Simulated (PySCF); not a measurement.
# B3BrH5N: electronic excitations and core binding energies

Aim: predict the electronic excitations and core binding energies of B3BrH5N (`BN(B)BBr`).

Programs: PySCF 2.14.0, with density-fitted response routines of our own. Each step states its level of theory. These are calculated values for one molecule in the gas phase, unless marked as measured. Atoms count from 0, in the outputs and in this text.

### 1 Starting geometry

10 atoms, charge 0, multiplicity 1; geometry from: GFN2-xTB.

Bonds of the start (Å): B0–N1 1.44, N1–B2 1.44, N1–B3 1.43, B3–Br4 1.86, B0–H5 1.17, B0–H6 1.17, B2–H7 1.17, B2–H8 1.17, B3–H9 1.17.

### 2 TDDFT and polarisability: CAM-B3LYP/def2-SVPD

Job settings and geometry (Å):

```
{"job": {"kind": "uv", "xc": "CAM-B3LYP", "basis": "def2-SVPD", "nstates": 8, "ntriplets": 3}, "charge": 0, "multiplicity": 1}
B     -0.770055    -1.153887     0.360174
N     -0.034478     0.030004     0.001887
B     -0.752598     1.244830    -0.266570
B      1.395434     0.064136    -0.080561
Br     2.427261    -1.482734    -0.186493
H     -1.929870    -1.157829     0.230213
H     -0.218322    -2.084104     0.803626
H     -1.914388     1.213752    -0.362988
H     -0.157601     2.243255    -0.392322
H      1.963500     1.087232    -0.129493
```

Level: TDDFT CAM-B3LYP/def2-SVPD, vertical, gas phase, core orbitals frozen in the response.

On the command line:

```sh
$ OMP_NUM_THREADS=1 python probes_run.py task.json out
```

This one command runs all jobs of the session in turn.

**Question.** This job is followed by: delta-SCF UKS SCAN, pcX-2 on the ionised atom, pcseg-1 elsewhere, spin-free X2C. Predict these results of the whole session: lowest singlet (CAM-B3LYP/def2-SVPD); brightest single state of those computed; lowest triplet; surface potential, 1st and 99th percentile; N1s binding energies, SCAN/pcX-2; B1s binding energies, SCAN/pcX-2 (standing for 1 of 3 atoms).

The runs gave:

| quantity | value |
| --- | --- |
| lowest singlet (CAM-B3LYP/def2-SVPD) | 5.40 eV (230 nm), f = 0.001 |
| brightest single state of those computed | state 7, 7.16 eV, f = 0.147 |
| lowest triplet | 5.14 eV |
| surface potential, 1st and 99th percentile | -0.37 V and 1.55 V |
| N1s binding energies, SCAN/pcX-2 | N1 405.39 eV |
| B1s binding energies, SCAN/pcX-2 (standing for 1 of 3 atoms) | B3 197.35 eV |

In words: The lowest singlet, at 5.40 eV, is HOMO→LUMO 0.79, HOMO→LUMO+1 0.15 and is weak; of the 8 states computed, the strongest absorption comes from state 7 at 7.16 eV. The lowest triplet lies 0.26 eV below the lowest singlet (triplets in Tamm-Dancoff, singlets in full TDDFT). By nearest atom (CAM-B3LYP/def2-SVPD), the HOMO sits on Br4 80 %; H9 8 % and the LUMO on B0, B3 about 28 % each; H5, H6 about 10 % each.
